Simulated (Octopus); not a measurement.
# CH2O2Se (SMILES O=C(O)[SeH]): a chain of runs

Aim: energy and gradient (PZ81 LDA), then energy and gradient (PZ81 LDA), then energy and forces (PZ81 LDA), then energy and gradient (PZ81 LDA), then energy and gradient (PZ81 LDA) of CH2O2Se. The setting varied is the box margin. 

The results are computed with Octopus 16.4.

3 further runs of the same task are left out: 3 set aside as unsound or not needed.

### Step 1. The system as given

CH2O2Se: 6 atoms, total charge 0, spin state singlet. SMILES: `O=C(O)[SeH]`. The shape is that of a PBE0-D4/def2-TZVP optimisation. This is one conformer, not always the lowest.

Bond lengths: O1–C2 1.192 Å, C2–O3 1.339 Å, C2–Se4 1.921 Å, O3–H5 0.969 Å, Se4–H6 1.466 Å. Angles: O1–C2–O3 125.1°, O1–C2–Se4 126.5°, O3–C2–Se4 108.4°, C2–O3–H5 106.8°, C2–Se4–H6 91.4°.

### Step 2. Energy and gradient at PZ81 LDA (scalar, in the pseudopotentials, hscv_pbe potentials, box margin 3.5 angstrom, extra states 0, grid spacing 0.15 angstrom, mix field default) (run 4)

Contents of geometry.xyz:

```xyz
6

O     -0.283917    -0.652617     1.145900
C      0.103983    -0.143417     0.140600
O      1.315383    -0.328617    -0.397800
Se    -0.879717     1.069383    -0.978900
H      1.789983    -0.941817     0.183300
H     -2.045717     0.997083    -0.093100
```

Command:

```bash
$ OMP_NUM_THREADS=1 octopus > gs.log
```

Log:

```text
Version                : 16.4
[... 38 lines left out ...]
** Warning:
[... 53 lines left out ...]
** Warning:
[... 85 lines left out ...]
Converged eigenvectors: 0
#  State  Eigenvalue [eV]  Occupation    Error
[... 9 lines left out ...]
Converged eigenvectors: 0
#  State  Eigenvalue [eV]  Occupation    Error
[... 67 lines left out ...]
Converged eigenvectors: 0
#  State  Eigenvalue [eV]  Occupation    Error
[... 9 lines left out ...]
Converged eigenvectors: 0
#  State  Eigenvalue [eV]  Occupation    Error
[... 6 lines left out ...]
Info: SCF converged in   23 iterations
** Warning:
**   Some of the states are not fully converged!
[... 1 line left out ...]
Octopus emitted 3 warnings.
```

Wall time 33 s (1 thread of Arm Neoverse V2, shared host); peak memory 0.13 GiB.

### Step 3. Energy and forces at PZ81 LDA (scalar, in the pseudopotentials, hscv_pbe potentials, box margin 4 angstrom, extra states 0, grid spacing 0.15 angstrom, mix field default) (run 5)

geometry.xyz is that of step 2.

Command:

```bash
$ OMP_NUM_THREADS=1 octopus > gs.log
```

Log:

```text
Version                : 16.4
[... 92 lines left out ...]
** Warning:
[... 90 lines left out ...]
Converged eigenvectors: 0
#  State  Eigenvalue [eV]  Occupation    Error
[... 9 lines left out ...]
Converged eigenvectors: 0
#  State  Eigenvalue [eV]  Occupation    Error
[... 64 lines left out ...]
Converged eigenvectors: 0
#  State  Eigenvalue [eV]  Occupation    Error
[... 9 lines left out ...]
Converged eigenvectors: 0
#  State  Eigenvalue [eV]  Occupation    Error
[... 6 lines left out ...]
Info: SCF converged in   22 iterations
[... 1 line left out ...]
**   Some of the states are not fully converged!
[... 1 line left out ...]
Octopus emitted 4 warnings.
```

Wall time 45 s (1 thread of Arm Neoverse V2, shared host); peak memory 0.17 GiB.

Runs 6 to 7 aren't shown in full; the table further down has their settings and results.

### Step 4. Energy and gradient at PZ81 LDA (scalar, in the pseudopotentials, hscv_pbe potentials, box margin 7 angstrom, extra states 0, grid spacing 0.15 angstrom, mix field default) (run 8)

geometry.xyz is that of step 3.

Command:

```bash
$ OMP_NUM_THREADS=1 octopus > gs.log
```

Log:

```text
Version                : 16.4
[... 92 lines left out ...]
** Warning:
[... 90 lines left out ...]
Converged eigenvectors: 0
#  State  Eigenvalue [eV]  Occupation    Error
[... 9 lines left out ...]
Converged eigenvectors: 0
#  State  Eigenvalue [eV]  Occupation    Error
[... 64 lines left out ...]
Converged eigenvectors: 0
#  State  Eigenvalue [eV]  Occupation    Error
[... 9 lines left out ...]
Converged eigenvectors: 0
#  State  Eigenvalue [eV]  Occupation    Error
[... 6 lines left out ...]
Info: SCF converged in   22 iterations
[... 1 line left out ...]
**   Some of the states are not fully converged!
[... 1 line left out ...]
Octopus emitted 4 warnings.
```

It took 3 min on 1 thread of Arm Neoverse V2, shared host; peak memory 0.54 GiB.

### Step 5. Overview of the runs

| run | level | box margin | sweep point | energy (Eh) | dipole moment (D) | HOMO energy (eV) | wall time |
| --- | --- | --- | --- | --- | --- | --- | --- |
| 4 | PZ81 LDA (scalar, in the pseudopotentials, hscv_pbe potentials, box margin 3.5 angstrom, extra states 0, grid spacing 0.15 angstrom, mix field default) | 3.5 | 4 | -48.153196 | 0.97 | -6.36 | 33 s |
| 5 | PZ81 LDA (scalar, in the pseudopotentials, hscv_pbe potentials, box margin 4 angstrom, extra states 0, grid spacing 0.15 angstrom, mix field default) | 4 | 5 | -48.155442 | 0.92 | -6.44 | 45 s |
| 6 | PZ81 LDA (scalar, in the pseudopotentials, hscv_pbe potentials, box margin 4.99998 angstrom, extra states 0, grid spacing 0.150022 angstrom, mix field default) | 4.99998 | 6 | -48.156105 | 0.90 | -6.47 | 78 s |
| 7 | PZ81 LDA (scalar, in the pseudopotentials, hscv_pbe potentials, box margin 6 angstrom, extra states 0, grid spacing 0.15 angstrom, mix field default) | 6 | 7 | -48.156137 | 0.90 | -6.47 | 2 min |
| 8 | PZ81 LDA (scalar, in the pseudopotentials, hscv_pbe potentials, box margin 7 angstrom, extra states 0, grid spacing 0.15 angstrom, mix field default) | 7 | 8 | -48.156140 | 0.90 | -6.47 | 3 min |

Convergence of the total energy of singlet CH2O2Se with the box margin, against the last point:

| box margin | from the last (mEh) | wall time |
| --- | --- | --- |
| 3.5 Å | +2.943 | 33 s |
| 4 Å | +0.697 | 45 s |
| 4.99998 Å | +0.035 | 78 s |
| 6 Å | +0.002 | 2 min |
| 7 Å | +0.000 | 3 min |

Convergence of the dipole moment of singlet CH2O2Se with the box margin, against the last point:

| box margin | from the last (D) | wall time |
| --- | --- | --- |
| 3.5 Å | +0.0736 | 33 s |
| 4 Å | +0.0231 | 45 s |
| 4.99998 Å | +0.0022 | 78 s |
| 6 Å | +0.0002 | 2 min |
| 7 Å | +0.0000 | 3 min |

### Step 6. Summary of results

| quantity | value |
| --- | --- |
| run 8, PZ81 LDA: total energy | -48.15614 Eh |
| run 8, PZ81 LDA: dipole moment | 0.90 D |
| run 8, PZ81 LDA: HOMO energy | -6.47 eV |

What this shows: For the total energy of singlet CH2O2Se to stay within 2 mEh of the last point, 4 Å is the first point of the series from which all later ones do (45 s against 3 min). For the total energy of singlet CH2O2Se to stay within 0.5 mEh of the last point, 4.99998 Å is the first point of the series from which all later ones do (78 s against 3 min). For the dipole moment of singlet CH2O2Se to stay within 0.05 D of the last point, 4 Å is the first point of the series from which all later ones do (45 s against 3 min). For the dipole moment of singlet CH2O2Se to stay within 0.01 D of the last point, 4.99998 Å is the first point of the series from which all later ones do (78 s against 3 min). Over the runs the total energy spans 0.080 eV. All runs together took 7.6 min, the longest 3 min.
